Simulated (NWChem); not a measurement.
# One shape, several levels: C2H7AlSe (SMILES C[CH2][AlH][SeH])

We compute a comparison of 4 runs (HF/STO-3G, HF/3-21G, B3LYP/6-31G*) of C2H7AlSe. 

The results are computed with NWChem 7.3.0.

## (1) The structure to begin with

C2H7AlSe: 11 atoms, total charge 0, spin state singlet. SMILES: `C[CH2][AlH][SeH]`. The shape is that of a PBE0-D4/def2-TZVP optimisation. This is one conformer, not always the lowest.

Bond lengths: C1–C2 1.526 Å, C2–Al3 1.956 Å, Al3–Se4 2.322 Å, C1–H5 1.093 Å, C1–H6 1.094 Å, C1–H7 1.093 Å, C2–H8 1.098 Å, C2–H9 1.098 Å, Al3–H10 1.585 Å, Se4–H11 1.470 Å. Some angles: C1–C2–Al3 117.4°, C2–Al3–Se4 121.1°, C1–C2–H8 110.4°, C1–C2–H9 110.4°, Al3–C2–H8 106.7°, Al3–C2–H9 106.7°, C2–C1–H5 111.7°, C2–C1–H6 112.0°, C2–C1–H7 111.7°, C2–Al3–H10 123.7°.

## (2) Energy and forces at HF/STO-3G (run 1)

Input file run.py:

```python
from ase import Atoms
from ase.calculators.nwchem import NWChem

atoms = Atoms(['C', 'C', 'Al', 'Se', 'H', 'H', 'H', 'H', 'H', 'H', 'H'], positions=[
    [-0.898100, 1.004300, 0.067900],
    [0.194400, 0.320900, 0.885200],
    [1.132900, -1.182000, 0.056800],
    [0.600000, -1.893400, -2.088400],
    [-0.505600, 1.417000, -0.865500],
    [-1.362200, 1.830300, 0.614900],
    [-1.696600, 0.307500, -0.201000],
    [0.962800, 1.047900, 1.180900],
    [-0.213000, -0.047600, 1.836400],
    [2.291300, -1.996100, 0.768600],
    [-0.440600, -0.865900, -2.235200],
])

calc = NWChem(
    label='c2h7alse',
    theory='scf',
    memory='2200 mb',
    basis='STO-3G',
    basispar='spherical bse',
    scf={'nopen': '0', 'rhf': None, 'thresh': '1e-08', 'maxiter': '80'},
)
atoms.calc = calc

forces = atoms.get_forces()
print(f"energy = {atoms.get_potential_energy():.6f} eV")
print("forces (eV/A):")
for s, f in zip(atoms.symbols, forces):
    print(f"{s:2s} {f[0]:10.5f} {f[1]:10.5f} {f[2]:10.5f}")
print("dipole (e A):", atoms.get_dipole_moment().round(4))
```

Command:

```bash
$ export ASE_NWCHEM_COMMAND="nwchem PREFIX.nwi > PREFIX.nwo"
$ python run.py
```

What it wrote:

```text
energy = -73240.042516 eV
forces (eV/A):
C    -0.65841    0.45709   -0.42732
C     1.48774   -1.29625    0.51283
Al    1.11673   -1.00648    0.30066
Se   -0.55376    1.33877    1.24914
H    -0.06196   -0.09379    0.26117
H     0.14120   -0.22399   -0.11837
H     0.20564    0.15709    0.10953
H    -0.47169   -0.14203   -0.24549
H    -0.04165    0.25891   -0.48640
H    -1.81931    1.35369   -0.98802
H     0.65553   -0.80296   -0.16774
dipole (e A): [-0.0192  0.2885  0.4503]
```

The calculator wrote c2h7alse.nwi:

```
title "c2h7alse"

permanent_dir c2h7alse

scratch_dir c2h7alse

start c2h7alse

geometry units angstrom nocenter noautosym noautoz
  C  -8.9810000000000001e-01 1.0043000000000000e+00 6.7900000000000002e-02
  C  1.9439999999999999e-01 3.2090000000000002e-01 8.8519999999999999e-01
  Al 1.1329000000000000e+00 -1.1819999999999999e+00 5.6800000000000003e-02
  Se 5.9999999999999998e-01 -1.8934000000000000e+00 -2.0884000000000000e+00
  H  -5.0560000000000005e-01 1.4170000000000000e+00 -8.6550000000000005e-01
  H  -1.3622000000000001e+00 1.8303000000000000e+00 6.1490000000000000e-01
  H  -1.6966000000000001e+00 3.0750000000000000e-01 -2.0100000000000001e-01
  H  9.6279999999999999e-01 1.0479000000000001e+00 1.1809000000000001e+00
  H  -2.1299999999999999e-01 -4.7600000000000003e-02 1.8364000000000000e+00
  H  2.2913000000000001e+00 -1.9961000000000000e+00 7.6859999999999995e-01
  H  -4.4059999999999999e-01 -8.6590000000000000e-01 -2.2351999999999999e+00
end

memory 2200 mb

basis spherical bse noprint
   * library STO-3G
end

scf
  nopen 0
  rhf
  thresh 1e-08
  maxiter 80
end

task scf gradient
```

c2h7alse.nwo, cut to the lines that bear on the results:

```text
[...]
      One-electron energy =  -4349.155147598270
[... 1 line left out ...]
 Nuclear repulsion energy =    291.607332369561
[... 51 lines left out ...]
                       ROHF Final Molecular Orbital Analysis
[... 208 lines left out ...]
     1   1 0 0     -0.036247      0.000000     56.581420
[...]
  wavefunction    =   RHF
                         RHF ENERGY GRADIENTS
    atom               coordinates                        gradient
                 x          y          z           x          y          z
   1 C      -1.697163   1.897852   0.128312    0.012804  -0.008889   0.008310
   2 C       0.367363   0.606413   1.672785   -0.028932   0.025208  -0.009973
   3 Al      2.140871  -2.233656   0.107336   -0.021717   0.019573  -0.005847
[... 7 lines of this table left out ...]
  11 H      -0.832613  -1.636314  -4.223916   -0.012748   0.015615   0.003262
[...]
```

Wall time 4.2 s (1 thread of AMD EPYC 9R45 (Zen 5), shared host); peak memory 0.1 GiB.

## (3) Energy and forces at HF/3-21G (run 2)

Input file run.py:

```python
from ase import Atoms
from ase.calculators.nwchem import NWChem

system = Atoms(['C', 'C', 'Al', 'Se', 'H', 'H', 'H', 'H', 'H', 'H', 'H'], positions=[
    [-0.898100, 1.004300, 0.067900],
    [0.194400, 0.320900, 0.885200],
    [1.132900, -1.182000, 0.056800],
    [0.600000, -1.893400, -2.088400],
    [-0.505600, 1.417000, -0.865500],
    [-1.362200, 1.830300, 0.614900],
    [-1.696600, 0.307500, -0.201000],
    [0.962800, 1.047900, 1.180900],
    [-0.213000, -0.047600, 1.836400],
    [2.291300, -1.996100, 0.768600],
    [-0.440600, -0.865900, -2.235200],
])

calc = NWChem(
    label='work',
    theory='scf',
    memory='2200 mb',
    basis='3-21G',
    basispar='spherical bse',
    scf={'nopen': '0', 'rhf': None, 'thresh': '1e-08', 'maxiter': '80'},
)
system.calc = calc

forces = system.get_forces()
print("Total energy (eV):", round(system.get_potential_energy(), 6))
print("forces (eV/A):")
for s, f in zip(system.symbols, forces):
    print(f"{s:2s} {f[0]:10.5f} {f[1]:10.5f} {f[2]:10.5f}")
print("dipole (e A):", system.get_dipole_moment().round(4))
```

Command:

```bash
$ export ASE_NWCHEM_COMMAND="nwchem PREFIX.nwi > PREFIX.nwo"
$ python run.py
```

What it wrote:

```text
Total energy (eV): -73701.179633
forces (eV/A):
C    -0.69574    0.46640   -0.47560
C     0.34638    0.09462    0.78768
Al    0.46455   -0.16563    0.54718
Se   -0.20044   -0.15751   -0.62077
H    -0.07019   -0.09246    0.26076
H     0.15437   -0.23448   -0.11282
H     0.20440    0.16465    0.10578
H    -0.22142   -0.08433   -0.07924
H     0.01409    0.13575   -0.21134
H     0.10989   -0.08109    0.06469
H    -0.10588   -0.04592   -0.26631
dipole (e A): [-0.1174  0.3497  0.376 ]
```

The calculator wrote work.nwi:

```
title "work"

permanent_dir work

scratch_dir work

start work

geometry units angstrom nocenter noautosym noautoz
  C  -8.9810000000000001e-01 1.0043000000000000e+00 6.7900000000000002e-02
  C  1.9439999999999999e-01 3.2090000000000002e-01 8.8519999999999999e-01
  Al 1.1329000000000000e+00 -1.1819999999999999e+00 5.6800000000000003e-02
  Se 5.9999999999999998e-01 -1.8934000000000000e+00 -2.0884000000000000e+00
  H  -5.0560000000000005e-01 1.4170000000000000e+00 -8.6550000000000005e-01
  H  -1.3622000000000001e+00 1.8303000000000000e+00 6.1490000000000000e-01
  H  -1.6966000000000001e+00 3.0750000000000000e-01 -2.0100000000000001e-01
  H  9.6279999999999999e-01 1.0479000000000001e+00 1.1809000000000001e+00
  H  -2.1299999999999999e-01 -4.7600000000000003e-02 1.8364000000000000e+00
  H  2.2913000000000001e+00 -1.9961000000000000e+00 7.6859999999999995e-01
  H  -4.4059999999999999e-01 -8.6590000000000000e-01 -2.2351999999999999e+00
end

memory 2200 mb

basis spherical bse noprint
   * library 3-21G
end

scf
  nopen 0
  rhf
  thresh 1e-08
  maxiter 80
end

task scf gradient
```

work.nwo, cut to the lines that bear on the results:

```text
[...]
      One-electron energy =  -4354.433250641145
[... 1 line left out ...]
 Nuclear repulsion energy =    291.607332369561
[... 51 lines left out ...]
                       ROHF Final Molecular Orbital Analysis
[... 237 lines left out ...]
     1   1 0 0     -0.221940      0.000000     56.581420
[...]
  wavefunction    =   RHF
                         RHF ENERGY GRADIENTS
    atom               coordinates                        gradient
                 x          y          z           x          y          z
   1 C      -1.697163   1.897852   0.128312    0.013530  -0.009070   0.009249
   2 C       0.367363   0.606413   1.672785   -0.006736  -0.001840  -0.015318
   3 Al      2.140871  -2.233656   0.107336   -0.009034   0.003221  -0.010641
[... 7 lines of this table left out ...]
  11 H      -0.832613  -1.636314  -4.223916    0.002059   0.000893   0.005179
[...]
```

It took 4.5 s on 1 thread of AMD EPYC 9R45 (Zen 5), shared host; peak memory 0.1 GiB.

## (4) Energy and gradient at B3LYP/6-31G(d) (spherical functions) (run 3)

Input file run.py:

```python
from ase import Atoms
from ase.calculators.nwchem import NWChem

atoms = Atoms('CCAlSeHHHHHHH', positions=[
    [-0.898100, 1.004300, 0.067900],
    [0.194400, 0.320900, 0.885200],
    [1.132900, -1.182000, 0.056800],
    [0.600000, -1.893400, -2.088400],
    [-0.505600, 1.417000, -0.865500],
    [-1.362200, 1.830300, 0.614900],
    [-1.696600, 0.307500, -0.201000],
    [0.962800, 1.047900, 1.180900],
    [-0.213000, -0.047600, 1.836400],
    [2.291300, -1.996100, 0.768600],
    [-0.440600, -0.865900, -2.235200],
])

calc = NWChem(
    label='c2h7alse',
    theory='dft',
    memory='2200 mb',
    basis='6-31G*',
    basispar='spherical bse',
    dft={'xc': 'b3lyp', 'mult': '1', 'grid': 'fine', 'convergence': 'energy 1e-08', 'iterations': '100', 'mulliken': None},
)
atoms.calc = calc

forces = atoms.get_forces()
print(f"energy = {atoms.get_potential_energy():.6f} eV")
print("forces (eV/A):")
for s, f in zip(atoms.symbols, forces):
    print(f"{s:2s} {f[0]:10.5f} {f[1]:10.5f} {f[2]:10.5f}")
print("dipole (e A):", atoms.get_dipole_moment().round(4))
```

Command:

```bash
$ export ASE_NWCHEM_COMMAND="nwchem PREFIX.nwi > PREFIX.nwo"
$ python run.py
```

What it wrote:

```text
energy = -74128.895231 eV
forces (eV/A):
C    -0.14187    0.10418   -0.08731
C     0.12516   -0.04319    0.16018
Al    0.15149   -0.11431    0.07251
Se    0.15622   -0.26883   -0.16789
H     0.03070    0.06155   -0.09508
H    -0.06155    0.09996    0.05816
H    -0.10110   -0.06006   -0.02324
H     0.05739    0.08891    0.03147
H    -0.05456   -0.01471    0.09297
H     0.03810   -0.03080    0.01985
H    -0.20003    0.17735   -0.06171
dipole (e A): [-0.1393  0.3008  0.2545]
```

The calculator wrote c2h7alse.nwi:

```
title "c2h7alse"

permanent_dir c2h7alse

scratch_dir c2h7alse

start c2h7alse

geometry units angstrom nocenter noautosym noautoz
  C  -8.9810000000000001e-01 1.0043000000000000e+00 6.7900000000000002e-02
  C  1.9439999999999999e-01 3.2090000000000002e-01 8.8519999999999999e-01
  Al 1.1329000000000000e+00 -1.1819999999999999e+00 5.6800000000000003e-02
  Se 5.9999999999999998e-01 -1.8934000000000000e+00 -2.0884000000000000e+00
  H  -5.0560000000000005e-01 1.4170000000000000e+00 -8.6550000000000005e-01
  H  -1.3622000000000001e+00 1.8303000000000000e+00 6.1490000000000000e-01
  H  -1.6966000000000001e+00 3.0750000000000000e-01 -2.0100000000000001e-01
  H  9.6279999999999999e-01 1.0479000000000001e+00 1.1809000000000001e+00
  H  -2.1299999999999999e-01 -4.7600000000000003e-02 1.8364000000000000e+00
  H  2.2913000000000001e+00 -1.9961000000000000e+00 7.6859999999999995e-01
  H  -4.4059999999999999e-01 -8.6590000000000000e-01 -2.2351999999999999e+00
end

memory 2200 mb

basis spherical bse noprint
   * library 6-31G*
end

dft
  xc b3lyp
  mult 1
  grid fine
  convergence energy 1e-08
  iterations 100
  mulliken
end

task dft gradient
```

c2h7alse.nwo, cut to the lines that bear on the results:

```text
[...]
         Total DFT energy =    -2724.186675550037
[...]
  wavefunction    = closed shell
                         DFT ENERGY GRADIENTS
    atom               coordinates                        gradient
                 x          y          z           x          y          z
   1 C      -1.697163   1.897852   0.128312    0.002759  -0.002026   0.001698
   2 C       0.367363   0.606413   1.672785   -0.002434   0.000840  -0.003115
   3 Al      2.140871  -2.233656   0.107336   -0.002946   0.002223  -0.001410
[... 7 lines of this table left out ...]
  11 H      -0.832613  -1.636314  -4.223916    0.003890  -0.003449   0.001200
[...]
```

Run time: 21 s. Hardware: 1 thread of AMD EPYC 9R45 (Zen 5), shared host; peak memory 0.13 GiB.

## (5) Energy and gradient at B3LYP/6-31G(d) (Cartesian functions) (run 4)

Input file calc.nw:

```
start calc
title "C2H7AlSe gradient"
memory 2200 mb

geometry units angstroms noautosym nocenter noautoz
 C       -0.898100       1.004300       0.067900
 C        0.194400       0.320900       0.885200
 Al       1.132900      -1.182000       0.056800
 Se       0.600000      -1.893400      -2.088400
 H       -0.505600       1.417000      -0.865500
 H       -1.362200       1.830300       0.614900
 H       -1.696600       0.307500      -0.201000
 H        0.962800       1.047900       1.180900
 H       -0.213000      -0.047600       1.836400
 H        2.291300      -1.996100       0.768600
 H       -0.440600      -0.865900      -2.235200
end

basis cartesian
 * library 6-31G*
end

dft
 xc b3lyp
 mult 1
 grid fine
 convergence energy 1e-08
 maxiter 100
 mulliken
end

task dft gradient
```

Command:

```bash
$ nwchem calc.nw > calc.out
```

What it wrote, cut to the lines that bear on the results:

```text
[...]
          Wavefunction type:  closed shell.
          No. of atoms     :    11
          No. of electrons :    66
[...]
          Charge           :     0
          Spin multiplicity:     1
[...]
          AO basis - number of functions:    98
[...]
              XC Information
              --------------
                         B3LYP Method XC Potential
                     Hartree-Fock (Exact) Exchange  0.200
                        Slater Exchange Functional  0.800 local
                    Becke 1988 Exchange Functional  0.720 non-local
              Lee-Yang-Parr Correlation Functional  0.810
                  VWN I RPA Correlation Functional  0.190 local
[...]
 d= 0,ls=0.0,diis     1  -2724.1477101919 -3.02D+03  9.09D-03  1.49D+00     2.3
[...]
 d= 0,ls=0.0,diis    10  -2724.1970422774 -1.37D-10  6.89D-08  5.62D-11    17.1
         Total DFT energy =    -2724.197042277412
      One electron energy =    -4368.253291463460
           Coulomb energy =     1471.758920733859
    Exchange-Corr. energy =     -119.310003917373
 Nuclear repulsion energy =      291.607332369561
[...]
      Total Density - Mulliken Population Analysis
     ---------------------------------------------
[...]
  wavefunction    = closed shell
                         DFT ENERGY GRADIENTS
    atom               coordinates                        gradient
                 x          y          z           x          y          z
   1 C      -1.697163   1.897852   0.128312    0.002661  -0.001960   0.001633
   2 C       0.367363   0.606413   1.672785   -0.002492   0.000999  -0.002954
   3 Al      2.140871  -2.233656   0.107336   -0.002850   0.001976  -0.001650
   4 Se      1.133836  -3.578007  -3.946504   -0.003135   0.005424   0.003419
   5 H      -0.955445   2.677742  -1.635558   -0.000579  -0.001196   0.001818
   6 H      -2.574185   3.458765   1.161993    0.001180  -0.001905  -0.001098
   7 H      -3.206109   0.581091  -0.379835    0.001951   0.001138   0.000440
   8 H       1.819428   1.980244   2.231577   -0.001089  -0.001706  -0.000602
   9 H      -0.402512  -0.089951   3.470293    0.001049   0.000272  -0.001776
  10 H       4.329929  -3.772082   1.452443   -0.000699   0.000553  -0.000388
  11 H      -0.832613  -1.636314  -4.223916    0.004003  -0.003595   0.001158
[...]
```

It took 24 s on 1 thread of AMD EPYC 9R45 (Zen 5), shared host; peak memory 0.13 GiB.

## (6) The series

```
run                               level  iteration cap  module   energy (Eh)  dipole moment (D)  HOMO energy (eV)  LUMO energy (eV)  wall time
  1                           HF/STO-3G             80     scf  -2691.521940               2.57             -6.73              8.30      4.2 s
  2                            HF/3-21G             80     scf  -2708.468417               2.53             -9.54              1.63      4.5 s
  3  B3LYP/6-31G* (spherical functions)            100     dft  -2724.186676               2.01             -6.85             -1.14       21 s
  4  B3LYP/6-31G* (Cartesian functions)            100     dft  -2724.197042               2.01             -6.85             -1.14       24 s
```

## (7) Outcome

| quantity | value |
| --- | --- |
| run 4: total energy | -2724.19704 Eh |
| run 4: dipole moment | 2.01 D |
| run 4: HOMO energy | -6.85 eV |
| run 4: LUMO energy | -1.14 eV |
| run 4: HOMO–LUMO gap | 5.71 eV |
| run 4: largest force on an atom | 0.367 eV/Å |

What this shows: The dipole moment (its size) runs from 2.01 D (B3LYP/6-31G*) to 2.57 D (HF/STO-3G). The two ends differ in method and basis. The HOMO–LUMO gap runs from 5.71 eV (B3LYP/6-31G*) to 15.03 eV (HF/STO-3G). In run 1 the basis is minimal, so the values are rough. All runs together took 54 s, the longest 24 s.
